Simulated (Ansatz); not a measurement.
# CHFSe: the cost of one run

The runs use Ansatz 0.2.0; RKS SPW92 (LDA)/def2-TZVP.

### 1 The starting structure

SMILES `FC=[Se]`, 4 atoms, charge 0, spin multiplicity 1.

Atoms are counted from 1 here; the program's logs count them from 0.

Bond lengths: F1–C2 1.332 Å, C2–Se3 1.756 Å, C2–H4 1.111 Å. Angles: F1–C2–Se3 124.3°, F1–C2–H4 110.3°, Se3–C2–H4 125.4°.

Geometry (Å):

```xyz
4
CHFSe
F    -1.1693   -0.3936    0.5146
C    -0.0499    0.0462   -0.0576
Se    1.5578   -0.5465    0.3282
H    -0.2832    0.8337   -0.8056
```

### 3 Setting up the map

- bond length F1–C2: 15 values from 1.083 to 1.981 Å
- bond length C2–Se3: 15 values from 1.526 to 2.167 Å

Nothing else is relaxed (all other coordinates rigid). Energies count from the relaxed molecule at the same level.

(The set-up runs are not shown.)

### 4 The run at bond length F1–C2 = 1.724 Å, bond length C2–Se3 = 1.892 Å

input.yaml reads:

```yaml
crystal:
  periodic: [false, false, false]
  atoms:
    - { symbol: F, position_ang: [-1.155268, -0.391939, 0.511216] }
    - { symbol: C, position_ang: [0.29126, 0.180178, -0.232031] }
    - { symbol: Se, position_ang: [2.02136, -0.460945, 0.186749] }
    - { symbol: H, position_ang: [0.058564, 0.960513, -0.973213] }
basis:
  gaussian: { orbitals: def2-TZVP }
hamiltonian:
  xc: lda
output:
  forces: true
```

The run is started by

```sh
> ansatz run input.yaml --threads 1 --pin off --max-ram 2560MiB --backend cpu --events-out ev --progress --plain --runs-dir out
```

What time and memory should one allow on 1 thread of Arm Neoverse V2, shared host?

About 1.4 s, with a peak of 0.11 GiB.
